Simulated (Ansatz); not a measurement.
**CH6BFO2Si: one species, many methods**

One table from this session's results is given with a row withheld; the runs are named, their logs left out.

Method: functionals in def2-TZVPP, the program's frozen cores in correlated methods; program: Ansatz 0.2.0, Gaussian basis.

Levels to be run: LDA (SPW92), PBE-D4, revPBE-D4, BLYP-D4, r2SCAN-D4, B97M-V, PBE0-D4, B3LYP-D4, r2SCANh-D4, r2SCAN0-D4, HSE06-D4, BHLYP-D4, CAM-B3LYP-D4, LC-ωPBE, ωB97X-V, ωB97M-V, B2PLYP, PBE-QIDH; CCSD(T)/def2-SVP; CCSD(T)/def2-TZVPP; MP2/def2-QZVPP; extrapolation to the limit; RPA on PBE.

## Structure used throughout

An earlier PBE0-D4 in a triple-zeta def2 set relaxation fixed the geometry.

SMILES `FCOBO[SiH3]`, 12 atoms, charge 0, spin multiplicity 1.

Atoms are counted from 1 here; the program's logs count them from 0.

Bond lengths: F1–C2 1.368 Å, C2–O3 1.381 Å, C2–H7 1.095 Å, C2–H8 1.092 Å, O3–B4 1.370 Å, B4–O5 1.346 Å, B4–H9 1.198 Å, O5–Si6 1.660 Å, Si6–H10 1.481 Å, Si6–H11 1.483 Å, Si6–H12 1.484 Å. Angles: F1–C2–O3 109.4°, F1–C2–H7 107.6°, F1–C2–H8 107.9°, O3–C2–H7 111.5°, O3–C2–H8 108.5°, H7–C2–H8 111.8°, C2–O3–B4 120.8°, O3–B4–O5 118.7°, O3–B4–H9 120.5°, O5–B4–H9 120.8°, B4–O5–Si6 130.9°, O5–Si6–H10 106.3°, O5–Si6–H11 110.3°, O5–Si6–H12 110.1°, H10–Si6–H11 110.1°, H10–Si6–H12 109.9°, H11–Si6–H12 110.0°.

The first run:

File in.yaml:

```yaml
crystal:
  periodic: [false, false, false]
  atoms:
    - {symbol: F, position_ang: [-2.675308, -0.344899, 1.006011]}
    - {symbol: C, position_ang: [-1.526335, 0.168115, 1.543444]}
    - {symbol: O, position_ang: [-0.549801, 0.223576, 0.568856]}
    - {symbol: B, position_ang: [0.335052, -0.808931, 0.404303]}
    - {symbol: O, position_ang: [1.214784, -0.749525, -0.612987]}
    - {symbol: Si, position_ang: [1.420396, 0.384274, -1.808278]}
    - {symbol: H, position_ang: [-1.229540, -0.481591, 2.373180]}
    - {symbol: H, position_ang: [-1.738677, 1.184693, 1.879882]}
    - {symbol: H, position_ang: [0.335856, -1.735637, 1.163066]}
    - {symbol: H, position_ang: [2.525221, -0.108970, -2.661784]}
    - {symbol: H, position_ang: [0.179185, 0.520487, -2.608223]}
    - {symbol: H, position_ang: [1.786066, 1.693407, -1.213371]}
basis:
  gaussian: {orbitals: def2-TZVPP}
hamiltonian: {xc: lda}
output: {orbitals: {seedname: orbitals}}
```

Among the steps run: LDA; PBE-D4 (GGA); revPBE-D4 (GGA); BLYP-D4 (GGA); r2SCAN-D4 (meta-GGA); B97M-V (meta-GGA); PBE0-D4 (hybrid); B3LYP-D4 (hybrid); r2SCANh-D4 (hybrid); r2SCAN0-D4 (hybrid); HSE06-D4 (hybrid); BHLYP-D4 (hybrid); CAM-B3LYP-D4 (range-separated); LC-ωPBE (range-separated); ωB97X-V (range-separated); ωB97M-V (range-separated); B2PLYP (double hybrid); PBE-QIDH (double hybrid).

One of the session's tables, all rows but one given; the rest of the session is left out.

It belongs to the step «Frontier levels by functional». 

```
  functional  HOMO (eV)  gap (eV)
 LDA (SPW92)      -7.69      6.57
      PBE-D4          ?         ?
   revPBE-D4      -7.55      6.84
     BLYP-D4      -7.53      6.83
   r2SCAN-D4      -7.95      7.53
      B97M-V      -8.11      7.57
     PBE0-D4      -9.13      9.31
    B3LYP-D4      -8.92      8.84
  r2SCANh-D4      -8.53      8.46
  r2SCAN0-D4      -9.37      9.81
    HSE06-D4      -8.72      8.53
    BHLYP-D4     -10.58     11.67
CAM-B3LYP-D4     -10.58     11.79
     LC-ωPBE     -11.92     14.33
     ωB97X-V     -11.60     13.84
     ωB97M-V     -11.47     13.35
```

**Question.** Estimate the row for PBE-D4.

The run gave: HOMO (eV): -7.60; gap (eV): 6.77. In the column «HOMO (eV)» it lies between LDA (SPW92) (-7.69) and revPBE-D4 (-7.55).
